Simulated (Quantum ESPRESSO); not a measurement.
**MgSi under changes of volume**

One of the cells (17.355 Å³/atom); the others are scaled copies at fixed shape and fractional positions:

```xyz
2
Lattice="2.9084 0.0000 0.0000 0.0000 2.9084 0.0000 0.0000 0.0000 4.1034" Properties=species:S:1:pos:R:3 pbc="T T T"
Si    1.4542    1.4542    2.0517
Mg    0.0000    0.0000    0.0000
```

The cell comes from a database or a generator and needn't be the stable form of this composition.

- Program: Quantum ESPRESSO 7.5
- Functional: r2SCAN
- Potentials or basis: SG15 PBE 1.2
- Cutoff: 952 eV
- Density cutoff: 3810 eV
- k mesh: 7 × 7 × 5
- Occupations: fermi-dirac, width 0.05 eV
- Spin: no spin polarisation

```tsv
volume (Å³/atom)	energy over the lowest point (meV/atom)	pressure (GPa)
16.314	8.23	3.3
16.661	2.40	1.6
17.008	0.00	0.2
17.355	?	?
17.702	4.02	-2.3
18.049	9.82	-3.4
18.396	17.80	-4.3
```

Task: What does the run at 17.355 Å³/atom give?

Result: Energy over the lowest point 0.65 meV/atom; pressure -1.1 GPa.

Worked out: A Birch-Murnaghan fit of order 3 (a polynomial in V^(-2/3)) to the other rows has its minimum at 17.10 Å³/atom with B0 = V·E''(V) = 67 GPa and B' = 4.6 at fixed shape and positions, which overstates the stiffness. It gives 0.65 meV/atom at 17.355 Å³/atom, against the run's 0.65, and -dE/dV = -1.0 GPa, against -1.1.

Energies are extrapolated to zero smearing.

Caveats: the potentials were made for another functional, which shifts forces and pressure.
